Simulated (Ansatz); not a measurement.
Consider an equation of state with a fit of LiGa3, space group Pm-3m (Ansatz 0.2.0 through its Python package).

`eos_liga3.py`
```python
'''Energy against volume for LiGa3, with a fit.'''

import warnings

import ansatz as az
import numpy as np
from pymatgen.analysis.eos import EOS

vectors0 = np.array([
    [4.071548, 0.0, 0.0],
    [0.0, 4.071548, 0.0],
    [0.0, 0.0, 4.071548],
])
sites = [
    ('Li', (0.0, 0.0, 0.0)),
    ('Ga', (0.5, 0.0, 0.5)),
    ('Ga', (0.0, 0.5, 0.5)),
    ('Ga', (0.5, 0.5, 0.0)),
]


def build(cell):
    crystal = az.Crystal(lattice=az.Lattice.of(cell))
    for symbol, position in sites:
        crystal = crystal.atom(symbol, position)
    return crystal


def main() -> None:
    warnings.simplefilter('ignore', az.DeckWarning)

    # uniform scaling of the cell
    volumes, energies = [], []
    for scale in np.linspace(0.9, 1.1, 9):
        cell = vectors0 * scale ** (1 / 3)
        calc = (
            build(cell).calculation()
            .pseudopotentials('paw')
            .functional('PBEsol')
            .occupations(az.OccupationsMethod.FERMI_DIRAC, width=0.15)
            .basis(500)
            .kpoints(6, 6, 6)
        )
        rep = calc.run().report
        volumes.append(abs(np.linalg.det(cell)) / len(sites))
        energies.append(rep['free_energy_ev'] / len(sites))
        print(f'V = {volumes[-1]:8.4f} A^3/atom  F = {energies[-1]:.5f} eV/atom')

    for form in ['birch_murnaghan']:
        fit = EOS(eos_name=form).fit(volumes, energies)
        print(f'{form:18s} V0 {fit.v0:8.4f} A^3/atom  B0 {fit.b0_GPa:7.1f} GPa  B1 {fit.b1:5.2f}')


if __name__ == '__main__':
    main()
```

Where does the minimum lie against the volume typed, and how stiff is the crystal?

A third-order Birch-Murnaghan fit through the 9 points has its minimum at 16.08 Å³ an atom, 4.7 % below the typed cell, with a bulk modulus of 52 GPa and dB/dP = 4.9. From that minimum the energy rises by 9.0 meV an atom on the compressed side and 46.6 meV on the expanded side.

What the script printed:

```console
$ python eos_liga3.py
V =  15.1866 A^3/atom  F = -2858.33537 eV/atom
V =  15.6085 A^3/atom  F = -2858.34201 eV/atom
V =  16.0303 A^3/atom  F = -2858.34439 eV/atom
V =  16.4522 A^3/atom  F = -2858.34310 eV/atom
V =  16.8740 A^3/atom  F = -2858.33868 eV/atom
V =  17.2959 A^3/atom  F = -2858.33159 eV/atom
V =  17.7177 A^3/atom  F = -2858.32220 eV/atom
V =  18.1396 A^3/atom  F = -2858.31084 eV/atom
V =  18.5614 A^3/atom  F = -2858.29777 eV/atom
birch_murnaghan    V0  16.0832 A^3/atom  B0    51.7 GPa  B1  4.86
```

Reading the output:
- Absolute energies stand on the zero of these potentials, so only differences at equal settings mean something.
- The mesh is modest for a metal, so energies can be off by several to tens of meV an atom and pressures by half a GPa or more; differences at equal mesh fare better.
- A Fermi-Dirac width this large means warm electrons, whose thermal share enters the free energy.
- The structure comes from a database of computed cells and needn't be a stable or known phase.
- It ran for 22 s on 1 thread of Intel(R) Xeon(R) Platinum 8259CL CPU @ 2.50GHz (Skylake/Cascade Lake), with other jobs on the host, peak memory 0.52 GiB.
